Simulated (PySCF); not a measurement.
# FH5P2Si2: the cost of one run

Computed with PySCF 2.14.0, with density-fitted response routines of our own, on a single molecule in the gas phase. Atoms count from 0, in the outputs and in this text.

### Step 1. The molecule as given

10 atoms, charge 0, multiplicity 1; geometry from: GFN2-xTB. The atoms were then displaced at random by about 0.01 Å, so the start is not that level's minimum.

Bonds of the start (Å): F0–Si1 1.62, Si1–P2 2.28, P2–Si3 2.32, Si3–P4 2.26, P4–Si1 2.26, Si1–H5 1.45, P2–H6 1.36, Si3–H7 1.47, Si3–H8 1.47, P4–H9 1.40.

### Step 2. Relaxing the molecule at PBE0-D3(BJ)/def2-SVP

The job: settings as JSON, then the geometry in Å.

```
{"job": {"xc": "PBE0", "basis": "def2-SVP", "d3": "d3bj", "grid": 1, "shake": 0.01, "kind": "geom"}, "charge": 0, "multiplicity": 1}
F     -0.587980    -2.576620    -0.650270
Si    -0.174600    -1.405600     0.387130
P     -1.650390     0.330710     0.403170
Si     0.217380     1.484890    -0.337130
P      1.610350    -0.294470    -0.447910
H     -0.046190    -2.099820     1.651710
H     -2.120640     0.060510    -0.849360
H      0.035850     2.072890    -1.668320
H      0.571920     2.486660     0.680440
H      2.194740    -0.080080     0.809490
```

Run with:

```sh
OMP_NUM_THREADS=1 python probes_run.py task.json out
```

This one command runs all jobs of the session in turn.

Q: Estimate the wall time and peak memory of this first job on 1 thread of Intel Xeon Platinum 8488C, shared host.

About 1.9 min, with a peak of 0.47 GiB.
